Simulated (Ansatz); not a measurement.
Crystal: RhN.

```
CELL_PARAMETERS angstrom
2.96283 0.00000 0.00000
-1.48141 2.56588 0.00000
0.00000 0.00000 5.78315
ATOMIC_POSITIONS crystal
Rh 0.00000 0.00000 0.00000
Rh 0.00000 0.00000 0.50000
N 0.66667 0.33333 0.25000
N 0.66667 0.33333 0.75000
```

The cell comes from a database or a generator and needn't be the stable form of this composition.

The cell isn't the ideal one: another cell of the same crystal, with 4 atoms.

Base run:

| Property | Result |
| --- | --- |
| Program | Ansatz 0.2.0 |
| Functional | PBE |
| Potentials or basis | Ansatz PAW |
| Cutoff | 420 eV (not typed: the program's choice for these potentials) |
| k mesh | 7 × 7 × 4 |
| Occupations | gaussian, width 0.05 eV |
| Spin | collinear spin, ferrimagnetic start |
| Starting moments | [0.6, -0.3, 0.0, 0.0] μB |
| Hubbard terms | Rh d U = 7 eV |

Its results: band gap on the k mesh none (metal or under the smearing width); pressure -1.9 GPa; net moment 0.00 μB per cell.

The run is repeated on the same cell with these changes: functional from PBE to PBEsol. What comes out?

Band gap on the k mesh none (metal or under the smearing width); pressure -12.6 GPa; net moment 0.00 μB per cell.

PBEsol binds more tightly than PBE, so the same cell stands under less pressure.

Caveats: the magnetic or orbital state may not be the lowest; the PAW data sets come from PBE, with cores solved anew for the run's functional, which leaves a small shift of forces and pressure (some runs).
